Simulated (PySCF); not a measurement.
**One shape, several levels: SiCl3 (SMILES Cl[Si](Cl)Cl)**

Aim: a comparison of 4 runs (UPBE/STO-3G, USVWN5/STO-3G, UCCSDT/STO-3G, UCCSD(T)/STO-3G) of SiCl3. 

Program for the calculation: PySCF 2.14.0.

15 further runs of the same task are left out: 8 that didn't finish, 7 set aside as unsound or not needed.

## Step 1: The system as given

SiCl3: 4 atoms, total charge 0, spin state doublet. As SMILES, `Cl[Si](Cl)Cl`. The coordinates come from a PBE0-D4/def2-TZVP relaxation.

Bond lengths: Cl1–Si2 2.043 Å, Si2–Cl3 2.043 Å, Si2–Cl4 2.043 Å. Angles: Cl1–Si2–Cl3 109.4°, Cl1–Si2–Cl4 109.4°, Cl3–Si2–Cl4 109.5°.

## Step 2: A single-point energy at UPBE/STO-3G (run 1)

run.py

```python
# Cl[Si](Cl)Cl
from pyscf import gto, dft

system = gto.M(
    atom='''
Cl    -2.881454    -1.117962     1.946607
Si     0.219397     0.735859     0.586949
Cl     3.202519    -1.707934     0.413850
Cl    -0.540462     2.089848    -2.947406
''',
    unit='bohr',
    spin=1,
    verbose=3,
    max_memory=1860,
    charge=0,
    basis='sto-3g',
)

calc0 = dft.UKS(system)
calc0.xc = 'pbe'
calc0.conv_tol = 1e-10
calc0.grids.level = 5
calc0.kernel()
if not calc0.converged:
    calc0 = calc0.newton().run(calc0.mo_coeff, calc0.mo_occ)

etot = calc0.e_tot
print(f'total energy: {etot:.8f} hartree')
```

On the command line:

```
$ OMP_NUM_THREADS=1 python run.py
```

The log of the run:

```text
converged SCF energy = -1651.02932290916  <S^2> = 0.75099879  2S+1 = 2.0009985
total energy: -1651.02932291 hartree
```

Wall time 8.1 s (1 thread of Intel Xeon Platinum 8488C (Sapphire Rapids), shared host); peak memory 0.28 GiB.

## Step 3: A single-point energy at USVWN5/STO-3G (run 2)

calc.py

```python
# Cl[Si](Cl)Cl
from pyscf import gto, dft

mol = gto.Mole()
mol.atom = '''
Cl  -1.524800  -0.591600   1.030100
Si   0.116100   0.389400   0.310600
Cl   1.694700  -0.903800   0.219000
Cl  -0.286000   1.105900  -1.559700
'''
mol.max_memory = 1860
mol.basis = 'sto-3g'
mol.verbose = 3
mol.spin = 1
mol.charge = 0
mol.build()

mf = dft.UKS(mol)
mf.xc = 'svwn'
mf.conv_tol = 1e-10
mf.grids.level = 5
mf.kernel()
if not mf.converged:
    mf = mf.newton().run(mf.mo_coeff, mf.mo_occ)

etot = mf.e_tot
print('E = %.10f Eh' % etot)
```

On the command line:

```
$ OMP_NUM_THREADS=1 python calc.py
```

The log of the run:

```text
converged SCF energy = -1646.04693852837  <S^2> = 0.75065239  2S+1 = 2.0006523
E = -1646.0469385284 Eh
```

Wall time 3.6 s (1 thread of Intel Xeon Platinum 8488C (Sapphire Rapids), shared host); peak memory 0.17 GiB.

Run 3 isn't shown in full; the table further down has it.

## Step 4: A single-point energy at UCCSD(T)/STO-3G (run 4)

input.py

```python
# Cl[Si](Cl)Cl
from pyscf import gto, scf, cc

mol = gto.Mole()
mol.atom = [
    ('Cl', (-1.524800, -0.591600, 1.030100)),
    ('Si', (0.116100, 0.389400, 0.310600)),
    ('Cl', (1.694700, -0.903800, 0.219000)),
    ('Cl', (-0.286000, 1.105900, -1.559700)),
]
mol.max_memory = 1860
mol.verbose = 4
mol.basis = 'sto-3g'
mol.spin = 1
mol.charge = 0
mol.build()

mf = scf.UHF(mol)
mf.conv_tol = 1e-10
mf.kernel()
if not mf.converged:
    mf = mf.newton().run(mf.mo_coeff, mf.mo_occ)

mycc = cc.CCSD(mf, frozen=20)
mycc.kernel()
e_t = mycc.ccsd_t()
e_final = mycc.e_tot + e_t
print(f'total energy: {e_final:.8f} hartree')
```

On the command line:

```
$ OMP_NUM_THREADS=1 python input.py
```

The log of the run:

```text
PySCF version 2.14.0

[... 84 lines left out ...]
converged SCF energy = -1649.46218064841  <S^2> = 0.75312336  2S+1 = 2.0031209
[... 12 lines left out ...]
Init t2, MP2 energy = -0.0380110612359473
[... 13 lines left out ...]
UCCSD converged
[... 2 lines left out ...]
total energy: -1649.51238789 hartree
```

Wall time 0.85 s (1 thread of Intel Xeon Platinum 8488C (Sapphire Rapids), shared host); peak memory 0.11 GiB.

## Step 5: Overview of the runs

```
run            level  integration grid  frozen core orbitals   energy (Eh)  dipole moment (D) of the reference  HOMO energy (eV)  LUMO energy (eV)  wall time
  1      UPBE/STO-3G                 5                     –  -1651.029323                                1.64             -4.05             -2.81      8.1 s
  2    USVWN5/STO-3G                 5                     –  -1646.046939                                1.55             -3.94             -2.97      3.6 s
  3    UCCSDT/STO-3G                 –                    20  -1649.512868                                2.52             -8.76              2.21      2.9 s
  4  UCCSD(T)/STO-3G                 –                    20  -1649.512388                                2.52             -8.76              2.21     0.85 s
```

## Step 6: Outcome

| quantity | value |
| --- | --- |
| run 4: total energy | -1649.51239 Eh |
| run 4: dipole moment (Hartree–Fock density) | 2.52 D |
| run 4: HOMO energy (Hartree–Fock orbitals) (highest over α and β) | -8.76 eV |
| run 4: LUMO energy (Hartree–Fock orbitals) (lowest over α and β) | 2.21 eV |
| run 4: correlation energy (20 core orbitals frozen) | -50.2 mEh |
| run 4: (T) correction | -1.78 mEh |
| run 4: ⟨S²⟩ of the reference determinant | 0.753 |
| run 4: T1 diagnostic | 0.009 |

In words: Totals of different functionals can't be ranked against each other. In runs 1, 2, 3, 4 the basis is minimal, so the values are rough. All runs together took 15 s, the longest 8.1 s.
